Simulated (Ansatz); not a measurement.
CuPd, space group Pm-3m, cell relaxations under several functionals

With the Ansatz DFT code, driven from Python.

The cells in order, each with its output:

In [1]:
```python
from dataclasses import dataclass

import ansatz as az
import numpy as np
```

In [2]:
```python
@dataclass(frozen=True)
class Settings:
    filling: str = "Fermi-Dirac"
    sigma: float = 0.15
    mesh: tuple[int, ...] = (7, 7, 7)
```

In [3]:
```python
settings = Settings()
```

In [4]:
```python
def edges_and_angles(cell):
    cell = np.asarray(cell)
    a, b, c = np.linalg.norm(cell, axis=1)
    cosines = cell[1] @ cell[2] / (b * c), cell[0] @ cell[2] / (a * c), cell[0] @ cell[1] / (a * b)
    return (a, b, c, *np.degrees(np.arccos(cosines)))

crystal = (
    az.Lattice.cubic(2.988)
    .space_group(221)
    .atom("Cu", (0.0, 0.0, 0.0))
    .atom("Pd", (0.5, 0.5, 0.5))
)
```

In [5]:
```python
setup = (
    crystal.calculation()
    .occupations(settings.filling, width=settings.sigma)  # fractional filling near the Fermi level
    .kpoints(*settings.mesh)  # sampling of the Brillouin zone
    .relax(cell=True)
)
```

In [6]:
```python
levels = [("lda", "none"), ("pbesol", "none"), ("pbesol", "d3bj")]
print("level            a       b       c    alpha   beta  gamma  V/atom  steps")
for name, dispersion in levels:
    seen = []
    run = setup.functional(name, dispersion=dispersion).session().plan()
    outcome = run.execute(on_event=lambda e: seen.append(e) if e["event"] == "relax_step" else None)
    cell = outcome.lattice.cell_ang
    label = name if dispersion == "none" else f"{name}+{dispersion}"
    print("{:13s} {:7.4f} {:7.4f} {:7.4f} {:6.2f} {:6.2f} {:6.2f}".format(label, *edges_and_angles(cell)), f"{abs(np.linalg.det(cell)) / len(outcome.lattice.sites):7.3f} {len(seen):5d}")
```
```text
level            a       b       c    alpha   beta  gamma  V/atom  steps
DeckWarning: basis.ecutwfc = 420 eV, auto-derived from the records' recommended cutoffs: set by Cu (normal level)
lda            2.9293  2.9293  2.9293  90.00  90.00  90.00  12.568     5
pbesol         2.9614  2.9614  2.9614  90.00  90.00  90.00  12.985     3
pbesol+d3bj    2.9235  2.9235  2.9235  90.00  90.00  90.00  12.493     5
```

From smallest to largest: PBEsol+D3BJ (12.49 Å³ an atom, -6.3 % against the start), LDA (12.57 Å³ an atom, -5.8 % against the start) and PBEsol (12.99 Å³ an atom, -2.6 % against the start). The spread is 3.9 % in volume.

What to keep in mind:
- Forces vanish by symmetry, so the ions can't move, and the end may be a saddle.
- Dispersion corrections can be off by several per cent in the lattices of metals, and by several GPa in the pressure at a fixed cell.
- For a metal this k-point mesh is coarse: on a finer one energies can move by several to tens of meV an atom and pressures by half a GPa or more, differences at one mesh by less.
- The structure is a deposited one; some such entries were measured under pressure or heat, so a shift against it needn't be the functional's error alone.
- Warnings are shown shortened and without file and line.
- Hardware and time: 11 s on 1 thread of Arm Neoverse V1, on a shared host, peak memory 0.39 GiB.
